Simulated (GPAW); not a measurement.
Input of a GPAW 26.7.0 run:

File run.py:

```python
from ase import Atoms
from ase.dft.bandgap import bandgap
from ase.io import write
from ase.units import GPa
from gpaw import GPAW, PW, setup_paths

setup_paths.insert(0, '.')

atoms = Atoms(['Au', 'Ag', 'Ag', 'Ag'],
              cell=[[4.1110932, 0.0, 0.0],
                    [0.0, 4.1110932, 0.0],
                    [0.0, 0.0, 4.1110932]],
              scaled_positions=[[0.0, 0.0, 0.0],
                                [0.5, 0.5, 0.0],
                                [0.0, 0.5, 0.5],
                                [0.5, 0.0, 0.5]],
              pbc=True)

calc = GPAW(mode=PW(600),
            xc='PBEsol',
            kpts={'size': (5, 5, 5), 'gamma': True},
            occupations={'name': 'fermi-dirac', 'width': 0.05},
            nbands=53,
            convergence={'density': 1e-05, 'energy': 1e-05},
            maxiter=150,
            txt='gpaw.txt')
atoms.calc = calc
energy = atoms.get_potential_energy()
forces = atoms.get_forces()
stress = atoms.get_stress()
calc.write('gs.gpw')
write('result.traj', atoms)
print(f'Energy: {energy:.6f} eV')
print('Forces (eV/A):')
print(forces.round(4))
print('Stress (GPa):', (stress / GPa).round(3))
print('Fermi level:', round(calc.get_fermi_level(), 4), 'eV')
print(f'Gap: {bandgap(calc)[0]:.4f} eV, direct: {bandgap(calc, direct=True)[0]:.4f} eV')

path = atoms.cell.bandpath('GXMGRX,MR', npoints=100, eps=1e-4)
bs_calc = calc.fixed_density(kpts=path, symmetry='off', nbands=73,
                             convergence={'bands': 'CBM+6.0', 'eigenstates': 1e-6}, txt='bands.txt')
bs = bs_calc.band_structure()
bs.write('bs.json')
print(f'Gap on the path: {bandgap(bs_calc)[0]:.4f} eV')
```

Potentials or basis: PAW data sets generated in the run's folder for this functional, pw.

Run with:

```console
$ gpaw-setup -f PBEsol Ag Au
$ OMP_NUM_THREADS=1 python run.py
```

Task: What does it give for the pressure?

Result: -3.2 GPa.

Task: Estimate the band gap along the path.

Result: None (metal or under the smearing width).

Levels at the corners of the path, in eV from the Fermi level:
```tsv
point	band 28	band 29	band 30	band 31	band 32	band 33	band 34	band 35
Γ	-1.94	-1.94	-1.94	1.61	1.61	1.61	5.54	7.24
X	-3.08	-2.73	-2.45	-1.95	5.92	5.92	6.04	6.38
M	-3.16	-3.16	-0.69	-0.40	-0.40	0.23	8.86	9.22
Γ	-1.94	-1.94	-1.94	1.61	1.61	1.61	5.54	7.24
R	-2.27	-2.27	-0.38	-0.38	-0.38	-0.30	2.17	4.11
X	-3.08	-2.73	-2.45	-1.95	5.92	5.92	6.04	6.38
M	-3.16	-3.16	-0.69	-0.40	-0.40	0.23	8.86	9.22
R	-2.27	-2.27	-0.38	-0.38	-0.38	-0.30	2.17	4.11
```

Caveat: with this Au data set, volumes or pressures lay over 1.5 % or 2 GPa off other programs in two to four cells of ten; spin-orbit coupling is left out, which moves the levels of the heavy elements.
